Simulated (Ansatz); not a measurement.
# CH5AlOSi: basis-set convergence

An exercise on one series of results from a longer session: the logs are not shown, and one member is left open.

Computed with Ansatz 0.2.0, Gaussian basis. Level: one geometry, several basis sets.

The runs, in order: PBE0-D4/def2-SVP; ωB97M-V/def2-SVP; PBE0-D4/def2-QZVPP; ωB97M-V/def2-QZVPP; the functionals' def2-TZVPP values are taken from earlier runs.

## The geometry

All runs share one geometry, relaxed beforehand with PBE0-D4 in a triple-zeta def2 set.

9 atoms, charge 0, spin multiplicity 1.

Atoms are counted from 1 here; the program's logs count them from 0.

Bond lengths: O1–C2 1.549 Å, O1–Al3 1.958 Å, O1–H5 0.965 Å, C2–Al3 1.958 Å, C2–Si4 1.889 Å, C2–H6 1.085 Å, Al3–Si4 2.327 Å, Al3–H7 1.579 Å, Si4–H8 1.495 Å, Si4–H9 1.488 Å. Angles: C2–O1–Al3 66.7°, C2–O1–H5 106.9°, Al3–O1–H5 111.7°, O1–C2–Al3 66.7°, O1–C2–Si4 103.7°, O1–C2–H6 109.7°, Al3–C2–Si4 74.4°, Al3–C2–H6 152.1°, Si4–C2–H6 131.2°, O1–Al3–C2 46.6°, O1–Al3–Si4 78.0°, O1–Al3–H7 115.1°, C2–Al3–Si4 51.4°, C2–Al3–H7 137.9°, Si4–Al3–H7 166.9°, C2–Si4–Al3 54.2°, C2–Si4–H8 122.3°, C2–Si4–H9 105.1° and more.

The first run:

File in.yaml:

```yaml
crystal:
  periodic: [false, false, false]
  atoms:
    - {symbol: O, position_ang: [-0.122515, 0.339438, -1.396983]}
    - {symbol: C, position_ang: [-0.383338, 0.664905, 0.094657]}
    - {symbol: Al, position_ang: [1.347482, -0.195542, -0.219100]}
    - {symbol: Si, position_ang: [-0.507159, -1.035816, 0.907460]}
    - {symbol: H, position_ang: [0.061043, 1.177178, -1.839164]}
    - {symbol: H, position_ang: [-1.018341, 1.540831, 0.171568]}
    - {symbol: H, position_ang: [2.788329, 0.217447, -0.714521]}
    - {symbol: H, position_ang: [-1.623485, -1.984861, 0.608834]}
    - {symbol: H, position_ang: [-0.453516, -0.769880, 2.370149]}
basis:
  gaussian: {orbitals: def2-SVP}
hamiltonian: {xc: pbe0, dispersion: d4}
output: {orbitals: {seedname: orbitals}}
```

The run is started by

```bash
$ ansatz run in.yaml --threads 2 --pin off --events-out ev --progress --plain --max-ram 4352MiB
```

Steps of the session up to this table: PBE0-D4 in def2-SVP; ωB97M-V in def2-SVP; PBE0-D4 in def2-QZVPP; ωB97M-V in def2-QZVPP.

One of the session's tables, all rows but one given; the rest of the session is left out.

It belongs to the step «Functionals by basis». 

```
functional       basis  HOMO (eV)
   PBE0-D4    def2-SVP      -5.96
   PBE0-D4  def2-TZVPP      -5.98
   PBE0-D4  def2-QZVPP      -6.00
   ωB97M-V    def2-SVP          ?
   ωB97M-V  def2-TZVPP      -8.02
   ωB97M-V  def2-QZVPP      -8.04
```

Q: Estimate the row for ωB97M-V, def2-SVP from the others.

**Answer.** HOMO (eV): -7.96. In the column «HOMO (eV)» it lies between ωB97M-V, def2-TZVPP (-8.02) and PBE0-D4, def2-QZVPP (-6.00).
